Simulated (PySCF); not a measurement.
# O4Ru (RuO4): the cost of one run

Computed with PySCF 2.14.0 and routines of our own; the level stands in each step. Atoms count from 0.

3 further runs of the same task are left out: 3 for a basis unfit for spin-orbit shieldings.

## (1) The starting structure

5 atoms, charge 0, multiplicity 1; geometry from: GFN2-xTB.

## (2) NMR shieldings: PBE/x2c-SVPall-2c Ru:us-x2c-SVPall-2c, spin-free

Job settings and geometry (Å):

```
{"job": {"xc": "PBE", "basis": {"default": "x2c-SVPall-2c", "Ru": "us-x2c-SVPall-2c"}, "rel": "sf", "kind": "hnmr"}, "charge": 0, "multiplicity": 1}
Ru     0.000040     0.000090     0.000170
O      0.009950    -0.016970     1.603950
O      1.508730     0.009700    -0.544120
O     -0.763100     1.312900    -0.516050
O     -0.755630    -1.305720    -0.543950
```

With the program's defaults for keys left out, this is: PBE/x2c-SVPall-2c Ru:us-x2c-SVPall-2c GIAO NMR shielding, spin-free X2C, Gaussian nuclei, gas phase.

Command:

```
> OMP_NUM_THREADS=1 python heavy_run.py task.json out
```

One launch serves the whole session: the jobs run in the order shown.

**Question.** How long does this first job take on 1 thread of AMD EPYC 9R45, shared host, and how much memory does it need?

About 4.9 s, with a peak of 0.7 GiB.
